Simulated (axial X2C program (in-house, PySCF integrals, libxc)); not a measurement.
**SbS: properties at the nuclei**

Aim: properties at the nuclei of SbS, with spin–orbit coupling in the Hamiltonian from the start.

The runs use an in-house X2C program for linear molecules on PySCF integrals; two-component X2C with atomic mean-field terms, Sb dyall-acv3z, S dyall-av3z.

All values are calculated.

### Step 1. Set-up

task.json

```json
{"zs": [51, 16], "q": 0, "bas": ["dyall-acv3z", "dyall-av3z"], "r0": 2.27, "levels": ["PBE0", "HF", "B3LYP"], "nst": 1, "ff": 1, "thr": -3.5, "nmax": 130, "opt": {"ecut": 60}}
```

Keys: zs atomic numbers; q charge; bas basis sets; r0 starting distance in Å; levels methods (HF also brings MP2); nst determinants followed; ff finite-field run; thr threshold in hartree for freezing inner shells (an s shell follows its p shell); nmax most natural virtual spinors; ecut virtual cutoff in hartree.

Command:

```bash
python soeom.py task.json out
```

The runs that follow: Expectation values, lowest determinant; Finite-field coupled cluster.

Q: Predict the outcome of this session. Wanted: lowest determinant; Eeff magnitude; Ws magnitude Sb; A∥/gI Sb; qzz Sb (for each run or level that gives them).

The runs gave:

```
                       quantity                                    value
             lowest determinant  Ω = 1/2 (excess of +ω over −ω: ω = 1/2)
   Eeff magnitude (GV/cm), PBE0                                    0.754
    Ws magnitude Sb (kHz), PBE0                                    0.608
           A∥/gI Sb (MHz), PBE0                                     2480
            qzz Sb (a.u.), PBE0                                    -2.83
Eeff magnitude (GV/cm), CCSD(T)                                     1.73
 Ws magnitude Sb (kHz), CCSD(T)                                     1.57
        A∥/gI Sb (MHz), CCSD(T)                                     1970
         qzz Sb (a.u.), CCSD(T)                                    -3.41
```

In the first state, the effective field runs from 0.754 to 1.89 GV/cm over the mean-field levels, so the levels don't agree on it. The expectation values come from single determinants, which for open shells can mix terms of unlike spin or miss the lowest Ω, so a determinant need not be a state. Eeff is the effective electric field on the electron dipole moment in this Ω state and Ws the scalar–pseudoscalar constant (defined with the proton number Z and per Ω); A∥ is the parallel hyperfine constant, which follows by multiplying with the nuclear g factor gI = μI/(I μN); qzz is the electric field gradient, eQq0 = 234.96 MHz × Q/barn × qzz; μ is positive if S is the positive end. The operators were transformed with the bare-nucleus X2C matrices. Correlation of the inner shells is missing, which matters for properties at the nucleus.
